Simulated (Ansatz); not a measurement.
# CH₇BOSi: one species, many methods

The task here is to estimate one member of a computed series from the others.

The runs use Ansatz 0.2.0, Gaussian basis; functionals in def2-TZVPP, the program's frozen cores in correlated methods.

Plan: LDA (SPW92), PBE-D4, revPBE-D4, BLYP-D4, r2SCAN-D4, B97M-V, PBE0-D4, B3LYP-D4, r2SCANh-D4, r2SCAN0-D4, HSE06-D4, BHLYP-D4, CAM-B3LYP-D4, LC-ωPBE, ωB97X-V, ωB97M-V, B2PLYP, PBE-QIDH; CCSD(T)/def2-SVP; CCSD(T)/def2-TZVPP; MP2/def2-QZVPP; extrapolation to the limit; RPA on PBE.

## The relaxed structure

All runs share one geometry, relaxed beforehand with PBE0-D4 in a triple-zeta def2 set.

SMILES `BC[SiH2]O`, 11 atoms, charge 0, spin multiplicity 1.

Atoms are counted from 1 here; the program's logs count them from 0.

Bond lengths: B1–C2 1.533 Å, B1–H5 1.198 Å, B1–H6 1.198 Å, C2–Si3 1.887 Å, C2–H7 1.095 Å, C2–H8 1.096 Å, Si3–O4 1.648 Å, Si3–H9 1.480 Å, Si3–H10 1.489 Å, O4–H11 0.958 Å. Angles: C2–B1–H5 120.7°, C2–B1–H6 120.8°, H5–B1–H6 118.4°, B1–C2–Si3 110.4°, B1–C2–H7 114.2°, B1–C2–H8 113.6°, Si3–C2–H7 103.3°, Si3–C2–H8 103.9°, H7–C2–H8 110.4°, C2–Si3–O4 110.9°, C2–Si3–H9 110.9°, C2–Si3–H10 109.1°, O4–Si3–H9 105.1°, O4–Si3–H10 110.6°, H9–Si3–H10 110.2°, Si3–O4–H11 117.9°.

The first run:

in.yaml reads:

```yaml
crystal:
  periodic: [false, false, false]
  atoms:
    - {symbol: B, position_ang: [-0.666070, 1.698915, -0.205337]}
    - {symbol: C, position_ang: [-0.485668, 0.237837, -0.634242]}
    - {symbol: Si, position_ang: [0.694764, -0.651550, 0.538552]}
    - {symbol: O, position_ang: [0.986332, -2.189490, 0.022783]}
    - {symbol: H, position_ang: [0.077035, 2.549697, -0.604395]}
    - {symbol: H, position_ang: [-1.515234, 2.007548, 0.581667]}
    - {symbol: H, position_ang: [-0.010541, 0.113324, -1.613156]}
    - {symbol: H, position_ang: [-1.406770, -0.353607, -0.578487]}
    - {symbol: H, position_ang: [2.020554, 0.007063, 0.554430]}
    - {symbol: H, position_ang: [0.107323, -0.659551, 1.906243]}
    - {symbol: H, position_ang: [0.263674, -2.817285, 0.052442]}
basis:
  gaussian: {orbitals: def2-TZVPP}
hamiltonian: {xc: lda}
output: {orbitals: {seedname: orbitals}}
```

Command:

```bash
$ ansatz run in.yaml --threads 2 --pin off --events-out ev --progress --plain --max-ram 4352MiB
```

Among the steps run: LDA; PBE-D4 (GGA); revPBE-D4 (GGA); BLYP-D4 (GGA); r2SCAN-D4 (meta-GGA); B97M-V (meta-GGA); B3LYP-D4 (hybrid); r2SCANh-D4 (hybrid); r2SCAN0-D4 (hybrid); HSE06-D4 (hybrid); BHLYP-D4 (hybrid); CAM-B3LYP-D4 (range-separated); LC-ωPBE (range-separated); ωB97X-V (range-separated); ωB97M-V (range-separated); B2PLYP (double hybrid); PBE-QIDH (double hybrid).

One of the session's tables, all rows but one given; the rest of the session is left out.

| functional | HOMO (eV) | LUMO (eV) | gap (eV) |
| --- | --- | --- | --- |
| LDA (SPW92) | -7.30 | -2.68 | 4.62 |
| PBE-D4 | -7.16 | -2.39 | 4.77 |
| revPBE-D4 | -7.10 | -2.27 | 4.84 |
| BLYP-D4 | -7.05 | -2.24 | 4.81 |
| r2SCAN-D4 | -7.47 | -2.02 | 5.45 |
| B97M-V | -7.60 | -2.14 | 5.45 |
| PBE0-D4 | -8.55 | -1.43 | 7.12 |
| B3LYP-D4 | -8.32 | -1.65 | 6.68 |
| r2SCANh-D4 | -7.99 | -1.69 | 6.30 |
| r2SCAN0-D4 | ? | ? | ? |
| HSE06-D4 | -8.15 | -1.81 | 6.34 |
| BHLYP-D4 | -9.82 | -0.42 | 9.40 |
| CAM-B3LYP-D4 | -9.94 | -0.36 | 9.58 |
| LC-ωPBE | -11.29 | 0.84 | 12.13 |
| ωB97X-V | -10.93 | 0.73 | 11.66 |
| ωB97M-V | -10.82 | 0.46 | 11.28 |

**Question.** Estimate the row for r2SCAN0-D4.

Worked estimate for «HOMO (eV)». Against the share of exact exchange, r2SCAN-D4 (0, -7.47), r2SCANh-D4 (0.1, -7.99) give a slope of -5.20 per unit share; at 0.25 the line stands at -8.77.

**Answer.** HOMO (eV): -8.76; LUMO (eV): -1.20; gap (eV): 7.55. In «HOMO (eV)» the line misses by -0.01.
